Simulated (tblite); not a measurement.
# C5H16BClN2: the cost of one run

Computed with tblite 0.8.0 and PySCF 2.14.0, with density-fitted response routines of our own, on a single molecule in the gas phase. Atoms are numbered from 0 throughout.

## 1. Starting geometry

25 atoms, charge 0, multiplicity 1; geometry from: force field or distance geometry start.

Bonds of the start (Å): C0–N1 1.40, N1–C2 1.43, N1–C3 1.41, C3–C4 1.53, C4–C5 1.51, C5–B6 1.57, B6–N7 1.53, B6–Cl8 1.86, C0–H9 1.12, C0–H10 1.14, C0–H11 1.12, C2–H12 1.11, C2–H13 1.10, C2–H14 1.12, C3–H15 1.13, C3–H16 1.13, C4–H17 1.12, C4–H18 1.10, C5–H19 1.12, C5–H20 1.10, B6–H21 1.20, N7–H22 1.04, N7–H23 1.05, N7–H24 1.04.

## 2. Optimising the geometry with GFN2-xTB

Job settings and geometry (Å):

```
{"job": {"kind": "relax", "xc": "GFN2-xTB", "basis": "xTB"}, "charge": 0, "multiplicity": 1}
C      2.353100     1.376300     0.167400
N      2.121900    -0.000300     0.096500
C      3.270300    -0.834700     0.259300
C      0.943900    -0.535100     0.661200
C     -0.280100    -0.152700    -0.168900
C     -1.534000    -0.730500     0.440900
B     -2.830100    -0.422100    -0.382500
N     -3.283200     1.034400    -0.344300
Cl    -4.227600    -1.469200     0.265900
H      3.223900     1.663600     0.813100
H      1.456200     1.905300     0.623700
H      2.545600     1.804300    -0.853500
H      3.417600    -1.357300    -0.714200
H      4.179300    -0.310700     0.582700
H      3.071200    -1.665300     0.979400
H      0.774900    -0.248200     1.743800
H      0.999700    -1.660000     0.596300
H     -0.159500    -0.675400    -1.152700
H     -0.319700     0.935000    -0.299500
H     -1.591200    -0.370200     1.502900
H     -1.383000    -1.822000     0.508100
H     -2.606700    -0.656000    -1.534800
H     -3.519000     1.405200    -1.290700
H     -4.113800     1.157600     0.278100
H     -2.520800     1.652200     0.009600
```

The run is started by

```sh
$ OMP_NUM_THREADS=1 python probes_run.py task.json out
```

One launch serves the whole session: the jobs run in the order shown.

Q: Estimate the wall time and peak memory of this first job on 1 thread of Arm Neoverse N1, shared host.

About 2.2 s, with a peak of 0.18 GiB.
